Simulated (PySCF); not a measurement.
**CH₇NSSi: electronic excitations at several levels of theory**

How much do the electronic excitations of CH₇NSSi (`CN[SiH2]S`) depend on the level of theory, and what does each level cost?

Computed with PySCF 2.14.0, with density-fitted response routines of our own, on a single molecule in the gas phase. Atoms count from 0, in the outputs and in this text.

### 1 The starting structure

11 atoms, charge 0, multiplicity 1; geometry from: GFN2-xTB. The atoms were then displaced at random by about 0.01 Å, so the start is not that level's minimum.

Bonds of the start (Å): C0–N1 1.42, N1–Si2 1.70, Si2–S3 2.18, C0–H4 1.09, C0–H5 1.13, C0–H6 1.09, N1–H7 1.01, Si2–H8 1.49, Si2–H9 1.47, S3–H10 1.31.

### 2 Relaxing the molecule at PBE0-D3(BJ)/def2-SVP

Job settings and geometry (Å):

```
{"job": {"xc": "PBE0", "basis": "def2-SVP", "d3": "d3bj", "grid": 1, "shake": 0.01, "kind": "geom"}, "charge": 0, "multiplicity": 1}
C     -1.570960     0.534250     0.109690
N     -0.355700     0.069000    -0.450180
Si     0.912810    -0.519800     0.508730
S      2.565520    -0.944190    -0.855840
H     -2.317900    -0.249420     0.270440
H     -2.043580     1.296100    -0.570950
H     -1.373670     1.041870     1.056840
H     -0.459780    -0.306910    -1.378620
H      1.334750     0.572640     1.423810
H      0.755970    -1.780620     1.243720
H      2.590660     0.261270    -1.373310
```

Launch:

```console
> OMP_NUM_THREADS=1 python probes_run.py task.json out
```

The driver reads the jobs from task.json and runs them one after another.

What it wrote:

```text
step   0  E = -784.13362059  max force = 0.031468
step   1  E = -784.13825127  max force = 0.008053
step   2  E = -784.13858971  max force = 0.001226
step   3  E = -784.13865123  max force = 0.001674
step   4  E = -784.13871382  max force = 0.001617
step   5  E = -784.13879046  max force = 0.001700
step   6  E = -784.13885232  max force = 0.001625
step   7  E = -784.13889948  max force = 0.000718
step   8  E = -784.13892530  max force = 0.000253
step   9  E = -784.13894149  max force = 0.000613
step  10  E = -784.13895787  max force = 0.000927
step  11  E = -784.13896297  max force = 0.000786
step  12  E = -784.13896091  max force = 0.000366
step  13  E = -784.13896175  max force = 0.000334
optimisation converged
```

Run time: 47 s. Hardware: 1 thread of Arm Neoverse V1, shared host; peak memory 0.42 GiB.

The steps of the relaxation:

```
step  energy from step 0 (eV)  largest force component (eV/Å)
   0                   0.0000                          1.6182
   1                  -0.1260                          0.4141
   2                  -0.1352                          0.0630
   3                  -0.1369                          0.0861
   4                  -0.1386                          0.0831
   5                  -0.1407                          0.0874
   6                  -0.1424                          0.0836
   7                  -0.1436                          0.0369
   8                  -0.1443                          0.0130
   9                  -0.1448                          0.0315
  10                  -0.1452                          0.0477
  11                  -0.1454                          0.0404
  12                  -0.1453                          0.0188
  13                  -0.1453                          0.0172
```

Distances of close pairs at the start and the end, largest changes first:

```csv
bond,before (Å),after (Å),change (Å)
S3–H10,1.312,1.352,+0.040
Si2–S3,2.185,2.148,-0.037
Si2–H9,1.468,1.497,+0.029
C0–N1,1.417,1.442,+0.026
N1–Si2,1.696,1.721,+0.025
C0–H5,1.126,1.104,-0.022
C0–H4,1.094,1.106,+0.012
C0–H6,1.093,1.101,+0.008
```

The final coordinates are the input of the step that follows.

```csv
at the end point,value
point group (found at 0.08 Å tolerance),C1
"rotational constants (GHz, main isotopes)","12.874, 1.956, 1.804"
dipole moment (D),2.30
```

### 3 TDDFT and polarisability: PBE0/def2-TZVP

Job settings and geometry (Å):

```
{"job": {"kind": "uv", "xc": "PBE0", "basis": "def2-TZVP"}, "charge": 0, "multiplicity": 1}
C     -1.498055     0.706399    -0.169225
N     -0.407061    -0.193477    -0.451945
Si     0.857195    -0.644419     0.624960
S      2.697819    -0.905570    -0.450396
H     -2.460397     0.190029     0.006163
H     -1.653379     1.433644    -0.985250
H     -1.275750     1.287205     0.739382
H     -0.502686    -0.714939    -1.316545
H      0.909701     0.436026     1.655275
H      0.728483    -1.967086     1.313972
H      2.679147     0.329705    -0.998734
```

With the program's defaults for keys left out, this is: TDDFT PBE0/def2-TZVP, vertical, gas phase, core orbitals frozen in the response.

What it wrote:

```text
coarse grid: 9736 points
cycle   1  E = -784.4509763692  dE =  1.382e-01  |g| = 3.906e-01  |ddm| = 2.315e+00
cycle   2  E = -784.4313016940  dE =  1.967e-02  |g| = 5.016e-01  |ddm| = 6.507e-01
cycle   3  E = -784.4859059552  dE = -5.460e-02  |g| = 6.487e-02  |ddm| = 3.674e-01
cycle   4  E = -784.4867207001  dE = -8.147e-04  |g| = 2.776e-02  |ddm| = 6.755e-02
cycle   5  E = -784.4868944740  dE = -1.738e-04  |g| = 3.836e-03  |ddm| = 2.347e-02
cycle   6  E = -784.4868974818  dE = -3.008e-06  |g| = 1.489e-03  |ddm| = 4.078e-03
final grid: 83480 points
cycle   7  E = -784.4817807286  dE = -2.917e-05  |g| = 8.035e-03  |ddm| = 2.640e-02
cycle   8  E = -784.4817720238  dE =  8.705e-06  |g| = 9.763e-03  |ddm| = 1.167e-02
cycle   9  E = -784.4817934035  dE = -2.138e-05  |g| = 1.324e-03  |ddm| = 7.082e-03
cycle  10  E = -784.4817937494  dE = -3.458e-07  |g| = 2.629e-04  |ddm| = 9.255e-04
cycle  11  E = -784.4817937644  dE = -1.506e-08  |g| = 4.605e-05  |ddm| = 1.671e-04
cycle  12  E = -784.4817937649  dE = -4.552e-10  |g| = 1.425e-05  |ddm| = 4.079e-05
converged SCF energy = -784.4817937649

Static polarisability (au): isotropic 65.564, principal 54.530 61.391 80.772

Singlet excitations
state   eV       nm        f      main configurations
  1   6.0997    203.3   0.00184   H->L+1 0.74, H->L 0.17
  2   6.1926    200.2   0.00737   H->L 0.45, H-1->L 0.28, H->L+1 0.16
  3   6.4042    193.6   0.03055   H->L+2 0.63, H->L 0.14, H-1->L 0.09
  4   6.5355    189.7   0.00716   H-1->L 0.47, H->L+2 0.23, H->L 0.22
  5   6.8581    180.8   0.03425   H-1->L+1 0.46, H-1->L+2 0.41
  6   7.0819    175.1   0.02395   H-1->L+2 0.43, H-1->L+1 0.34, H->L+3 0.13
  7   7.2867    170.2   0.04028   H->L+3 0.71, H-1->L+1 0.10
  8   7.6096    162.9   0.03001   H->L+4 0.71, H->L+5 0.12, H->L+3 0.09
  9   7.8648    157.6   0.02735   H->L+5 0.83, H->L+4 0.14
 10   8.0410    154.2   0.01755   H-1->L+3 0.49, H->L+6 0.14, H-1->L+5 0.10

Triplet excitations (Tamm-Dancoff, eV): 5.6949 5.7889 6.0040 6.2482
```

Run time: 18 s. Hardware: 1 thread of Arm Neoverse V1, shared host; peak memory 0.77 GiB.

The orbitals next to the gap, with their largest atomic shares:

```csv
orbital,eV,atoms
HOMO−3,-9.67,"Si2 39 %, H9 27 %, S3 12 %"
HOMO−2,-9.18,"S3 60 %, Si2 20 %, H8 10 %"
HOMO−1,-7.48,"S3 77 %, Si2 11 %, N1 6 %"
HOMO,-6.86,"N1 51 %, Si2 13 %, S3 11 %"
LUMO,0.60,"S3 37 %, H10 37 %, Si2 17 %"
LUMO+1,0.64,"Si2 52 %, S3 10 %, H7 8 %"
LUMO+2,0.93,"Si2 54 %, S3 22 %, N1 7 %"
```

With each of the 10 states as a Gaussian band of 0.4 eV half-width at 1/e, the curve within the window shown has maxima at 173 nm (ε 3,700) L/(mol cm). Beyond the last state computed it falls off for lack of states. The curve at chosen wavelengths:

| nm | ε (L/mol/cm) |
| --- | --- |
| 149 | 718 |
| 152 | 1415 |
| 155 | 2158 |
| 158 | 2727 |
| 161 | 3068 |
| 164 | 3281 |
| 167 | 3462 |
| 170 | 3609 |
| 173 | 3658 |
| 176 | 3567 |
| 179 | 3354 |
| 182 | 3086 |
| 185 | 2832 |
| 189 | 2556 |
| 192 | 2361 |
| 195 | 2126 |
| 198 | 1830 |
| 201 | 1487 |
| 204 | 1136 |
| 207 | 815 |
| 210 | 551 |
| 213 | 352 |
| 216 | 214 |
| 219 | 124 |
| 222 | 68 |
| 225 | 36 |

Further results of this job:

```csv
property,computed
dipole moment (D),2.16
polarisability (Å³),9.72
HOMO–LUMO gap (eV),7.47
−ε(HOMO) (eV),6.86
```

### 4 Ultraviolet spectrum: PBE0/aug-cc-pVDZ

The job, as its differences from that of step 3:

```diff
@@ -1,2 +1,2 @@
-{"job": {"kind": "uv", "xc": "PBE0", "basis": "def2-TZVP"}, "charge": 0, "multiplicity": 1}
+{"job": {"kind": "uv", "xc": "PBE0", "basis": "aug-cc-pVDZ"}, "charge": 0, "multiplicity": 1}
 C     -1.498055     0.706399    -0.169225
```

Method: TDDFT PBE0/aug-cc-pVDZ, vertical, gas phase, core orbitals frozen in the response.

What it wrote:

```text
coarse grid: 9736 points
cycle   1  E = -784.3828083449  dE =  1.853e-01  |g| = 3.665e-01  |ddm| = 6.476e+00
cycle   2  E = -784.3623935371  dE =  2.041e-02  |g| = 4.805e-01  |ddm| = 1.494e+00
cycle   3  E = -784.4166187186  dE = -5.423e-02  |g| = 5.982e-02  |ddm| = 7.730e-01
cycle   4  E = -784.4174312052  dE = -8.125e-04  |g| = 2.055e-02  |ddm| = 1.444e-01
cycle   5  E = -784.4175534620  dE = -1.223e-04  |g| = 3.401e-03  |ddm| = 4.886e-02
cycle   6  E = -784.4175567645  dE = -3.302e-06  |g| = 9.357e-04  |ddm| = 8.369e-03
final grid: 83480 points
cycle   7  E = -784.4305308052  dE = -1.349e-05  |g| = 6.940e-03  |ddm| = 9.120e-02
cycle   8  E = -784.4305207255  dE =  1.008e-05  |g| = 9.411e-03  |ddm| = 2.905e-02
cycle   9  E = -784.4305432329  dE = -2.251e-05  |g| = 9.975e-04  |ddm| = 1.583e-02
cycle  10  E = -784.4305434556  dE = -2.227e-07  |g| = 1.442e-04  |ddm| = 1.690e-03
cycle  11  E = -784.4305434604  dE = -4.781e-09  |g| = 2.983e-05  |ddm| = 3.040e-04
cycle  12  E = -784.4305434606  dE = -2.561e-10  |g| = 9.190e-06  |ddm| = 9.061e-05
converged SCF energy = -784.4305434606

Static polarisability (au): isotropic 72.346, principal 61.677 67.330 88.032

Singlet excitations
state   eV       nm        f      main configurations
  1   5.4717    226.6   0.00107   H->L 0.89
  2   5.7848    214.3   0.04101   H->L+1 0.86
  3   5.9920    206.9   0.01306   H->L+2 0.47, H-1->L 0.30
  4   6.1221    202.5   0.02291   H->L+2 0.39, H-1->L 0.35, H-1->L+1 0.15
  5   6.3751    194.5   0.01015   H->L+3 0.59, H->L+4 0.17, H-1->L+1 0.16
  6   6.4147    193.3   0.01217   H-1->L+1 0.39, H->L+4 0.15, H->L+5 0.15
  7   6.5331    189.8   0.01980   H->L+4 0.41, H->L+3 0.34
  8   6.6627    186.1   0.01004   H->L+5 0.64, H->L+4 0.19
  9   6.6736    185.8   0.02097   H-1->L+2 0.51, H-1->L 0.18, H-1->L+1 0.09
 10   6.9688    177.9   0.02821   H->L+6 0.63, H->L+7 0.25

Triplet excitations (Tamm-Dancoff, eV): 5.3223 5.5168 5.6687 5.8434
```

Run time: 16 s. Hardware: 1 thread of Arm Neoverse V1, shared host; peak memory 0.76 GiB.

This run: HOMO -6.84 eV, LUMO -0.23 eV; lowest singlet 5.47 eV.

### 5 Excited states and response: PBE0/def2-TZVPD

The job, as its differences from that of step 4:

```diff
@@ -1,2 +1,2 @@
-{"job": {"kind": "uv", "xc": "PBE0", "basis": "aug-cc-pVDZ"}, "charge": 0, "multiplicity": 1}
+{"job": {"kind": "uv", "xc": "PBE0", "basis": "def2-TZVPD"}, "charge": 0, "multiplicity": 1}
 C     -1.498055     0.706399    -0.169225
```

With the program's defaults for keys left out, this is: TDDFT PBE0/def2-TZVPD, vertical, gas phase, core orbitals frozen in the response.

What it wrote:

```text
coarse grid: 9736 points
cycle   1  E = -784.4531410769  dE =  1.374e-01  |g| = 3.886e-01  |ddm| = 2.492e+00
cycle   2  E = -784.4323889577  dE =  2.075e-02  |g| = 5.040e-01  |ddm| = 7.409e-01
cycle   3  E = -784.4877581364  dE = -5.537e-02  |g| = 6.555e-02  |ddm| = 3.601e-01
cycle   4  E = -784.4885791518  dE = -8.210e-04  |g| = 2.855e-02  |ddm| = 7.108e-02
cycle   5  E = -784.4887652981  dE = -1.861e-04  |g| = 3.856e-03  |ddm| = 2.621e-02
cycle   6  E = -784.4887683439  dE = -3.046e-06  |g| = 1.450e-03  |ddm| = 5.861e-03
final grid: 83480 points
cycle   7  E = -784.4836647449  dE = -3.191e-05  |g| = 8.003e-03  |ddm| = 1.074e-01
cycle   8  E = -784.4836557863  dE =  8.959e-06  |g| = 9.791e-03  |ddm| = 1.300e-02
cycle   9  E = -784.4836772781  dE = -2.149e-05  |g| = 1.356e-03  |ddm| = 7.368e-03
cycle  10  E = -784.4836776442  dE = -3.661e-07  |g| = 2.702e-04  |ddm| = 9.959e-04
cycle  11  E = -784.4836776602  dE = -1.603e-08  |g| = 4.818e-05  |ddm| = 2.173e-04
cycle  12  E = -784.4836776607  dE = -5.091e-10  |g| = 1.514e-05  |ddm| = 6.492e-05
converged SCF energy = -784.4836776607

Static polarisability (au): isotropic 72.210, principal 61.771 67.311 87.549

Singlet excitations
state   eV       nm        f      main configurations
  1   5.6980    217.6   0.00072   H->L 0.75, H->L+1 0.19
  2   5.9244    209.3   0.03116   H->L+1 0.64, H->L 0.16, H-1->L 0.10
  3   6.0901    203.6   0.01383   H->L+2 0.38, H-1->L 0.33, H->L+1 0.13
  4   6.2657    197.9   0.01806   H->L+2 0.44, H-1->L 0.35
  5   6.5008    190.7   0.03581   H-1->L+1 0.59, H-1->L+2 0.22
  6   6.6462    186.5   0.00036   H->L+3 0.53, H->L+5 0.17, H->L+4 0.10
  7   6.8029    182.3   0.02534   H-1->L+2 0.43, H-1->L+1 0.23, H-1->L 0.14
  8   6.8769    180.3   0.00597   H->L+5 0.37, H->L+3 0.29, H->L+4 0.13
  9   6.9438    178.6   0.04337   H->L+4 0.58, H->L+6 0.16, H->L+5 0.14
 10   7.1452    173.5   0.00706   H->L+6 0.66, H->L+5 0.17

Triplet excitations (Tamm-Dancoff, eV): 5.4988 5.5664 5.7412 5.9458
```

Wall time 26 s (1 thread of Arm Neoverse V1, shared host); peak memory 0.87 GiB.

Key values: HOMO -6.90 eV, LUMO 0.02 eV; lowest singlet 5.70 eV.

### 6 Ultraviolet spectrum: PBE0/6-31+G*

The job, as its differences from that of step 5:

```diff
@@ -1,2 +1,2 @@
-{"job": {"kind": "uv", "xc": "PBE0", "basis": "def2-TZVPD"}, "charge": 0, "multiplicity": 1}
+{"job": {"kind": "uv", "xc": "PBE0", "basis": "6-31+G*"}, "charge": 0, "multiplicity": 1}
 C     -1.498055     0.706399    -0.169225
```

With the program's defaults for keys left out, this is: TDDFT PBE0/6-31+G*, vertical, gas phase, core orbitals frozen in the response.

What it wrote:

```text
coarse grid: 9736 points
cycle   1  E = -784.3932036378  dE =  1.704e-01  |g| = 3.666e-01  |ddm| = 2.978e+00
cycle   2  E = -784.3760397503  dE =  1.716e-02  |g| = 4.679e-01  |ddm| = 9.542e-01
cycle   3  E = -784.4285515557  dE = -5.251e-02  |g| = 5.983e-02  |ddm| = 5.104e-01
cycle   4  E = -784.4293930732  dE = -8.415e-04  |g| = 1.890e-02  |ddm| = 1.162e-01
cycle   5  E = -784.4294992175  dE = -1.061e-04  |g| = 3.306e-03  |ddm| = 3.461e-02
cycle   6  E = -784.4295023650  dE = -3.147e-06  |g| = 8.203e-04  |ddm| = 7.735e-03
final grid: 83480 points
cycle   7  E = -784.3765393067  dE = -9.522e-06  |g| = 7.230e-03  |ddm| = 2.723e-02
cycle   8  E = -784.3765286832  dE =  1.062e-05  |g| = 9.793e-03  |ddm| = 1.933e-02
cycle   9  E = -784.3765534330  dE = -2.475e-05  |g| = 9.801e-04  |ddm| = 1.135e-02
cycle  10  E = -784.3765536551  dE = -2.220e-07  |g| = 1.234e-04  |ddm| = 9.977e-04
cycle  11  E = -784.3765536583  dE = -3.223e-09  |g| = 2.655e-05  |ddm| = 1.437e-04
cycle  12  E = -784.3765536585  dE = -1.852e-10  |g| = 9.423e-06  |ddm| = 5.098e-05
converged SCF energy = -784.3765536585

Static polarisability (au): isotropic 63.454, principal 53.539 59.397 77.426

Singlet excitations
state   eV       nm        f      main configurations
  1   5.6673    218.8   0.00155   H->L 0.74, H->L+1 0.21
  2   5.9134    209.7   0.04408   H->L+1 0.70, H->L 0.20
  3   6.1187    202.6   0.01121   H-1->L 0.53, H->L+2 0.27
  4   6.2984    196.9   0.02685   H->L+2 0.56, H-1->L 0.27, H-1->L+1 0.11
  5   6.5100    190.5   0.02907   H-1->L+1 0.57, H-1->L+2 0.20
  6   6.7156    184.6   0.00845   H->L+4 0.86
  7   6.7971    182.4   0.01794   H-1->L+2 0.49, H-1->L+1 0.18, H-1->L 0.11
  8   6.8501    181.0   0.00618   H->L+3 0.89
  9   7.0335    176.3   0.05318   H->L+5 0.89
 10   7.4240    167.0   0.01940   H-1->L+5 0.33, H-1->L+4 0.28, H->L+7 0.17

Triplet excitations (Tamm-Dancoff, eV): 5.4812 5.6082 5.7482 6.0035
```

Run time: 7.8 s. Hardware: 1 thread of Arm Neoverse V1, shared host; peak memory 0.51 GiB.

This run: HOMO -6.89 eV, LUMO 0.00 eV; lowest singlet 5.67 eV.

### 7 Comparing the runs: electronic excitations

Excitations and ground-state properties, with basis size and wall time:

```
             run  lowest singlet (eV)  brightest (eV)      f  gap (eV)  α (Å³)  μ (D)  functions   time
  PBE0/def2-TZVP                 6.10            7.29  0.040      7.47    9.72   2.16        178   18 s
PBE0/aug-cc-pVDZ                 5.47            5.78  0.041      6.61   10.72   2.15        163   16 s
 PBE0/def2-TZVPD                 5.70            6.94  0.043      6.92   10.70   2.11        226   26 s
    PBE0/6-31+G*                 5.67            7.03  0.053      6.89    9.40   2.41         94  7.8 s
```

### 8 What came out

| quantity | value |
| --- | --- |
| point group | C1 |
| rotational constants (main isotopes) | 12.87, 1.96, 1.80 GHz |
| lowest singlet (PBE0/def2-TZVP) | 6.10 eV (203 nm), f = 0.002 |
| brightest single state of those computed | state 7, 7.29 eV, f = 0.040 |
| lowest triplet | 5.69 eV |
| range of the lowest singlet | 5.47 to 6.10 eV |

**Reading.** Single values in the summary come from the first sound run of each kind (PBE0/def2-TZVP), which need not be the best level. The start of the PBE0/def2-SVP relaxation was shaken at random by about 0.01 Å, so part of the energy gained, and of the first lengths quoted, undoes that. Relaxing lowered the energy by 0.145 eV in 13 steps; the close pair that moved most is S3–H10, from 1.312 to 1.352 Å. No frequency check was run at this level, so the end point may be a saddle. The lowest singlet, at 6.10 eV, is HOMO→LUMO+1 0.74, HOMO→LUMO 0.17 and is weak; of the 10 states computed, the strongest absorption comes from state 7 at 7.29 eV. The lowest triplet lies 0.40 eV below the lowest singlet (triplets in Tamm-Dancoff, singlets in full TDDFT). At PBE0/def2-TZVP, states above −ε(HOMO) (6.86 eV) lie where TDDFT describes them poorly and they hang on the basis; the brightest is among them. The basis of PBE0/def2-TZVP has no diffuse functions, so Rydberg states are missing and the high states are unreliable. The lowest singlet runs from 5.47 eV (PBE0/aug-cc-pVDZ) to 6.10 eV (PBE0/def2-TZVP), while the orbital gap spans 6.61 to 7.47 eV. The lowest state need not be the same one in every run. The runs solved for a few states only, so the brightest column depends on that window.
